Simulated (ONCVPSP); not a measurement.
# Si: generating and testing an ONCV potential

Do these settings give a usable potential? It is generated, then checked for transferability, scattering, ghosts and hardness.

Program: ONCVPSP 4.0.1. Reference atom: PBEsol, scalar-relativistic, spherical and spin-unpolarised. All values are calculated.

## Step 1: The design

Typed settings, in words:

- element: silicon (Si, Z = 14)
- type: optimised norm-conserving Vanderbilt (ONCV)
- frozen core: [Ne]
- valence charge: 4
- reference configuration: 3s2 3p1 (charge +1)
- partial waves: 3s: rc 1.75 bohr, ncon 4, nbas 7, qcut 3.2 1/bohr, 3 projectors, debl 3.2 Ha; 3p: rc 2.05 bohr, ncon 3, nbas 6, qcut 3.8 1/bohr, 2 projectors, debl 1.2 Ha; d scattering state at 0.41 Ha: rc 1.80 bohr, ncon 4, nbas 7, qcut 5.7 1/bohr, 3 projectors, debl 3.8 Ha
- local potential: polynomial inside 1.30 bohr (lpopt 3, dvloc0 0 Ha)
- core correction: not asked for

An earlier all-electron run gives the scale for the radii.

All-electron outer shells of the reference configuration (PBEsol, scalar-relativistic, ld1.x):

```
shell  level (eV)  outermost node (bohr)  outermost maximum (bohr)
   2s     -148.62                   0.15                      0.45
   2p     -104.93                      –                      0.39
   3s      -18.99                   0.72                      1.75
   3p      -11.63                   0.71                      2.04
```

## Step 2: The generation run

Si.dat reads:

```
# ATOM AND REFERENCE CONFIGURATION
# atsym  z   nc   nv     iexc    psfile
  Si 14.00    3    2  -116133      upf
#
#   n    l    f
    1    0    2.00
    2    0    2.00
    2    1    6.00
    3    0    2.00
    3    1    1.00
#
# PSEUDOPOTENTIAL AND OPTIMIZATION
# lmax
    2
#
#   l,   rc,      ep,       ncon, nbas, qcut
    0    1.75    0.00    4    7    3.20
    1    2.05    0.00    3    6    3.80
    2    1.80    0.41    4    7    5.70
#
# LOCAL POTENTIAL
# lloc, lpopt,  rc(5),   dvloc0
    4    3    1.30    0.00
#
# VANDERBILT-KLEINMAN-BYLANDER PROJECTORs
# l, nproj, debl
    0    3    3.20
    1    2    1.20
    2    3    3.80
#
# MODEL CORE CHARGE
# icmod, fcfact, rcfact
    0    0.00    0.00
#
# LOG DERIVATIVE ANALYSIS
# epsh1, epsh2, depsh
   -2.00    5.00    0.02
#
# OUTPUT GRID
# rlmax, drl
    6.00    0.01
#
# TEST CONFIGURATIONS
# ncnf
    4
# nvcnf
#   n    l    f
    2
    3    0    2.00
    3    1    2.00
#
    2
    3    0    2.00
    3    1    0.00
#
    2
    3    0    1.00
    3    1    0.00
#
    2
    3    0    1.00
    3    1    2.00
#
```

Run with:

```console
$ oncvpsp.x < Si.dat > Si.out
```

Q: Predict the outcome of this session. Wanted: cutoffs for 1 and 0.1 mHa per electron, occupied waves; bound ghosts; GHOST(+) flags; largest test error; largest phase difference near zero energy, channels read.

**Answer**, as computed:

```
                                                quantity                 value
  cutoffs for 1 and 0.1 mHa per electron, occupied waves       22 Ha and 36 Ha
                                            bound ghosts         d at -1.56 eV
                                          GHOST(+) flags           s at 252 eV
                            largest test error (AE − PS)  +49 meV, for 3s1 3p0
largest phase difference near zero energy, channels read             3.141 rad
```

A bound ghost (d) makes it unfit for use: electrons can fall into a state that the atom doesn't have. By total energies transferability is fair: the largest error is 49 meV on 49.9 eV, for 3s1 3p0. That test lies far up in energy; among those under 40 eV, nearer to bonding, the largest error is 3.1 meV. It counts as of middling hardness, with 22 Ha needed at the looser tolerance. At the looser tolerance the 3s wave is the slowest; 3p needs 3 Ha. Near zero energy the largest phase difference among the channels read is 3.14 rad, in the d channel. A step near π is an extra or missing state, not a misfit of shape. The pseudo curves have a pole with no partner nearby in the atom's: d at -0.06 Ha. The program also flags highly localised states, GHOST(+) (s).
